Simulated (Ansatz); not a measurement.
**InHBr₂: how energies converge with the basis set**

An exercise on one series of results from a longer session: the logs are not shown, and one member is left open.

Computed with Ansatz 0.2.0, Gaussian basis. Level: one geometry, several basis sets.

The runs, in order: PBE0-D4/def2-SVP; ωB97M-V/def2-SVP; PBE0-D4/def2-QZVPP; ωB97M-V/def2-QZVPP; the functionals' def2-TZVPP values are taken from earlier runs.

### Structure used throughout

All runs share one geometry, relaxed beforehand with PBE0-D4 in a triple-zeta def2 set. In takes the def2 core potential; no spin-orbit term is included.

SMILES `[Br][InH][Br]`, 4 atoms, charge 0, spin multiplicity 1.

Atoms are counted from 1 here; the program's logs count them from 0.

Bond lengths: Br1–In2 2.454 Å, In2–Br3 2.454 Å, In2–H4 1.698 Å. Angles: Br1–In2–Br3 113.1°, Br1–In2–H4 123.4°, Br3–In2–H4 123.4°.

Set-up of the first run:

Input file in.yaml:

```yaml
crystal:
  periodic: [false, false, false]
  atoms:
    - {symbol: Br, position_ang: [-1.782291, 0.917737, -1.148876]}
    - {symbol: In, position_ang: [0.150685, 0.134341, 0.144011]}
    - {symbol: Br, position_ang: [0.611891, -2.255847, -0.164539]}
    - {symbol: H, position_ang: [1.075214, 1.143570, 1.149104]}
basis:
  gaussian: {orbitals: def2-SVP}
hamiltonian: {xc: pbe0, dispersion: d4}
output: {orbitals: {seedname: orbitals}}
```

On the command line:

```
$ ansatz run in.yaml --threads 4 --pin off --events-out ev --progress --plain --max-ram 10444MiB
```

Among the steps run: PBE0-D4 in def2-SVP; ωB97M-V in def2-SVP; PBE0-D4 in def2-QZVPP; ωB97M-V in def2-QZVPP.

One table of the session follows, with a row left open; its other results are not shown here.

It belongs to the step «Functionals by basis». 

| functional | basis | HOMO (eV) | LUMO (eV) |
| --- | --- | --- | --- |
| PBE0-D4 | def2-SVP | -8.25 | -1.94 |
| PBE0-D4 | def2-TZVPP | -8.37 | -2.03 |
| PBE0-D4 | def2-QZVPP | -8.38 | -2.05 |
| ωB97M-V | def2-SVP | -10.40 | -0.31 |
| ωB97M-V | def2-TZVPP | ? | ? |
| ωB97M-V | def2-QZVPP | -10.56 | -0.50 |

**Question.** Estimate the row for ωB97M-V, def2-TZVPP.

The run gave: HOMO (eV): -10.55; LUMO (eV): -0.47. In the column «HOMO (eV)» it lies between ωB97M-V, def2-QZVPP (-10.56) and ωB97M-V, def2-SVP (-10.40).
